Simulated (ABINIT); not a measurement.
The system is TaAs.

```
Ta As
1.0
    -1.72181    1.72181    5.86794
     1.72181   -1.72181    5.86794
     1.72181    1.72181   -5.86794
Ta As
2 2
Cartesian
  0.0000 0.0000 5.8676
  1.7218 0.0000 2.9336
  0.0000 0.0000 0.9698
  0.0000 1.7218 3.9037
```

The cell is a database's computed one.

Base run:

```yaml
Program: ABINIT 10.8.3 (patched build)
Functional: WC
Potentials_or_basis: JTH PAW PBE v2.0
Cutoff: 626 eV
k_mesh: 9 × 9 × 9
Occupations: fermi-dirac, width 0.05 eV
Spin: no spin polarisation
```

Its results: band gap on the k mesh none (metal or under the smearing width); pressure -2.9 GPa; largest force 0.020 eV/Å.

The run is repeated on the same cell with these changes: functional from WC to AM05. What comes out?

Band gap on the k mesh none (metal or under the smearing width); pressure -4.9 GPa; largest force 0.022 eV/Å.

Caveats: the PAW data sets were made with another functional, which shifts forces and pressure a little.
